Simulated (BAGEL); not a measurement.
# HF/cc-pVDZ (density fitting with qzvpp-jkfit) run of C2H3BClN (SMILES C#CB(N)Cl)

What is the vertical ionisation energy of C2H3BClN at HF/cc-pVDZ (density fitting with qzvpp-jkfit)? 

The results are computed with BAGEL 1.2.2.

2 further runs of the same task are left out: 1 that didn't finish, 1 set aside as unsound or not needed. Runs told in other sessions of the task aren't counted.

### 1 The system as given

The species is C2H3BClN (8 atoms), meant as a singlet with charge 0. SMILES: `C#CB(N)Cl`. Geometry: relaxed at GFN2-xTB.

Bond lengths: C1–C2 1.203 Å, C2–B3 1.518 Å, B3–N4 1.386 Å, B3–Cl5 1.743 Å, C1–H6 1.052 Å, N4–H7 1.006 Å, N4–H8 1.005 Å. Angles: C1–C2–B3 177.4°, C2–B3–N4 122.1°, C2–B3–Cl5 119.3°, N4–B3–Cl5 118.6°, C2–C1–H6 179.1°, B3–N4–H7 122.9°, B3–N4–H8 123.4°, H7–N4–H8 113.7°.

### 2 The energy at HF/cc-pVDZ (density fitting with qzvpp-jkfit)

Contents of job.json:

```json
{ "bagel" : [

{
  "title" : "molecule",
  "basis" : "cc-pvdz.json",
  "df_basis" : "qzvpp-jkfit",
  "angstrom" : true,
  "geometry" : [
    { "atom" : "C", "xyz" : [   -0.093600,    1.671730,    1.445530 ] },
    { "atom" : "C", "xyz" : [   -0.021150,    0.879920,    0.543170 ] },
    { "atom" : "B", "xyz" : [    0.080990,   -0.067780,   -0.638370 ] },
    { "atom" : "N", "xyz" : [   -0.019290,   -1.442560,   -0.490890 ] },
    { "atom" : "Cl", "xyz" : [    0.332360,    0.584170,   -2.235220 ] },
    { "atom" : "H", "xyz" : [   -0.160220,    2.351010,    2.245560 ] },
    { "atom" : "H", "xyz" : [    0.046320,   -2.081900,   -1.264990 ] },
    { "atom" : "H", "xyz" : [   -0.165420,   -1.894590,    0.395210 ] }
  ]
},
{
  "title" : "hf"
},
{
  "title" : "print",
  "file" : "orbitals.molden",
  "orbitals" : true
}

]}
```

The basis set cc-pVDZ is read from a file made from the Basis Set Exchange's data (not shown).

Launch:

```
$ BAGEL_NUM_THREADS=1 BAGEL job.json > job.out
```

The program printed:

```text
* using 1 threads per process

  ===============================================================
  ===============================================================

  *** Geometry ***

  { "atom" : "C", "xyz" : [     -0.176878,      3.159112,      2.731656 ] },
  { "atom" : "C", "xyz" : [     -0.039968,      1.662808,      1.026443 ] },
  { "atom" : "B", "xyz" : [      0.153049,     -0.128086,     -1.206344 ] },
  { "atom" : "N", "xyz" : [     -0.036453,     -2.726043,     -0.927648 ] },
  { "atom" : "Cl", "xyz" : [      0.628069,      1.103921,     -4.223954 ] },
  { "atom" : "H", "xyz" : [     -0.302772,      4.442765,      4.243493 ] },
  { "atom" : "H", "xyz" : [      0.087532,     -3.934221,     -2.390485 ] },
  { "atom" : "H", "xyz" : [     -0.312598,     -3.580256,      0.746839 ] },

  Number of auxiliary basis functions:      484

  Since a DF basis is specified, we compute 2- and 3-index integrals:
    o Being stored without compression. Storage requirement is 0.031 GB

  Number of basis functions:       89
  Number of electrons      :       44

    * METHOD: MOLECULE                             0.25

  *** RHF ***

  === Nuclear Repulsion ===
   169.9811796102

      * DIIS with orbital gradients will be used.

  === RHF iteration (cc-pvdz.json) ===
      0       -615.97737003          0.01555609           0.08
      1       -616.13485769          0.00860757           0.08
      2       -616.17623352          0.00161581           0.08
      3       -616.17796749          0.00057578           0.08
      4       -616.17815028          0.00017234           0.08
      5       -616.17816680          0.00004371           0.08
      6       -616.17816933          0.00002306           0.08
      7       -616.17817043          0.00001011           0.08
      8       -616.17817066          0.00000462           0.08
      9       -616.17817070          0.00000202           0.08
     10       -616.17817071          0.00000086           0.08
     11       -616.17817071          0.00000031           0.08
     12       -616.17817071          0.00000013           0.08
     13       -616.17817071          0.00000005           0.08
     14       -616.17817071          0.00000001           0.08
     15       -616.17817071          0.00000000           0.08
    * SCF iteration converged.

    * Permanent dipole moment:
           (    0.136777,     0.749600,    -0.690453) a.u.

    * METHOD: HF                                   1.48

    * METHOD: PRINT                                0.01

  ===============================================================
```

Wall time 1.9 s (1 thread of Arm Neoverse V2, shared host); peak memory 0.12 GiB.

### 3 The doublet cation, same level

Contents of calc.json:

```json
{ "bagel": [

{
  "title": "molecule",
  "basis": "cc-pvdz.json",
  "df_basis": "qzvpp-jkfit",
  "angstrom": "true",
  "geometry": [
    { "atom": "C", "xyz": [      -0.093600,       1.671730,       1.445530 ] },
    { "atom": "C", "xyz": [      -0.021150,       0.879920,       0.543170 ] },
    { "atom": "B", "xyz": [       0.080990,      -0.067780,      -0.638370 ] },
    { "atom": "N", "xyz": [      -0.019290,      -1.442560,      -0.490890 ] },
    { "atom": "Cl", "xyz": [       0.332360,       0.584170,      -2.235220 ] },
    { "atom": "H", "xyz": [      -0.160220,       2.351010,       2.245560 ] },
    { "atom": "H", "xyz": [       0.046320,      -2.081900,      -1.264990 ] },
    { "atom": "H", "xyz": [      -0.165420,      -1.894590,       0.395210 ] }
  ]
},

{ "title": "uhf", "charge": 1, "nopen": 1 },

{ "title": "print", "file": "orbitals.molden", "orbitals": "true" }

]}
```

The basis set cc-pVDZ is read from a file made from the Basis Set Exchange's data (not shown).

Launch:

```
$ BAGEL_NUM_THREADS=1 BAGEL calc.json > calc.out
```

The program printed:

```text
* using 1 threads per process

  ===============================================================
  ===============================================================

  *** Geometry ***

  { "atom" : "C", "xyz" : [     -0.176878,      3.159112,      2.731656 ] },
  { "atom" : "C", "xyz" : [     -0.039968,      1.662808,      1.026443 ] },
  { "atom" : "B", "xyz" : [      0.153049,     -0.128086,     -1.206344 ] },
  { "atom" : "N", "xyz" : [     -0.036453,     -2.726043,     -0.927648 ] },
  { "atom" : "Cl", "xyz" : [      0.628069,      1.103921,     -4.223954 ] },
  { "atom" : "H", "xyz" : [     -0.302772,      4.442765,      4.243493 ] },
  { "atom" : "H", "xyz" : [      0.087532,     -3.934221,     -2.390485 ] },
  { "atom" : "H", "xyz" : [     -0.312598,     -3.580256,      0.746839 ] },

  Number of auxiliary basis functions:      484

  Since a DF basis is specified, we compute 2- and 3-index integrals:
    o Being stored without compression. Storage requirement is 0.031 GB

  Number of basis functions:       89
  Number of electrons      :       44

    * METHOD: MOLECULE                             0.25

  *** Open-shell HF ***

  === Nuclear Repulsion ===
   169.9811796102

      * DIIS with orbital gradients will be used.

  === UHF iteration (cc-pvdz.json) ===
      0       -615.62658517          0.03084724           0.17
      1       -615.77821878          0.01908688           0.17
      2       -615.81431721          0.01041380           0.17
      3       -615.83210412          0.00135052           0.17
      4       -615.83299307          0.00043853           0.17
      5       -615.83315385          0.00025008           0.17
      6       -615.83327163          0.00012184           0.17
      7       -615.83329721          0.00006903           0.17
      8       -615.83330877          0.00004347           0.17
      9       -615.83331730          0.00001607           0.17
     10       -615.83331977          0.00000939           0.17
     11       -615.83332163          0.00000670           0.17
     12       -615.83332324          0.00000616           0.17
     13       -615.83332438          0.00000549           0.17
     14       -615.83332738          0.00000458           0.17
     15       -615.83332987          0.00000201           0.17
     16       -615.83333006          0.00000086           0.17
     17       -615.83333006          0.00000041           0.17
     18       -615.83333006          0.00000027           0.17
     19       -615.83333007          0.00000017           0.17
     20       -615.83333007          0.00000012           0.17
     21       -615.83333007          0.00000011           0.17
     22       -615.83333007          0.00000011           0.17
     23       -615.83333007          0.00000011           0.17
     24       -615.83333007          0.00000010           0.17
     25       -615.83333007          0.00000009           0.17
     26       -615.83333007          0.00000008           0.17
     27       -615.83333007          0.00000008           0.17
     28       -615.83333007          0.00000008           0.17
     29       -615.83333007          0.00000008           0.17
     30       -615.83333007          0.00000008           0.17
     31       -615.83333007          0.00000008           0.17
     32       -615.83333007          0.00000008           0.17
     33       -615.83333007          0.00000008           0.17
     34       -615.83333007          0.00000008           0.17
     35       -615.83333007          0.00000008           0.17
     36       -615.83333007          0.00000007           0.17
     37       -615.83333007          0.00000006           0.17
     38       -615.83333007          0.00000005           0.17
     39       -615.83333007          0.00000004           0.18
     40       -615.83333007          0.00000003           0.17
     41       -615.83333007          0.00000002           0.17
     42       -615.83333007          0.00000002           0.17
     43       -615.83333007          0.00000002           0.17
     44       -615.83333007          0.00000002           0.17
     45       -615.83333007          0.00000001           0.17
     46       -615.83333007          0.00000001           0.17
     47       -615.83333007          0.00000001           0.17
     48       -615.83333007          0.00000001           0.17
     49       -615.83333007          0.00000001           0.17
    * SCF iteration converged.

    * S^2 (UHF) is 0.7568

    * Permanent dipole moment:
           (    0.383976,    -0.561079,    -3.124361) a.u.

    * METHOD: UHF                                  8.76

    * METHOD: PRINT                                0.01

  ===============================================================
```

Wall time 9.3 s (1 thread of Arm Neoverse V2, shared host); peak memory 0.12 GiB.

### 4 Summary of results

At HF/cc-pVDZ (density fitting with qzvpp-jkfit):

```
                                          quantity          value
                    singlet C2H3BClN: total energy  -616.17817 Eh
                   singlet C2H3BClN: dipole moment         2.61 D
                     singlet C2H3BClN: HOMO energy      -10.86 eV
                     singlet C2H3BClN: LUMO energy        3.19 eV
                   singlet C2H3BClN: HOMO–LUMO gap       14.05 eV
                      doublet cation: total energy  -615.83333 Eh
                              doublet cation: ⟨S²⟩          0.757
vertical ionisation energy (to the doublet cation)       9.384 eV
```

What this shows: Removing an electron at fixed nuclei costs 9.38 eV (905 kJ/mol). −ε(HOMO) before ionisation, 10.86 eV, is 1.48 eV above this ionisation energy.
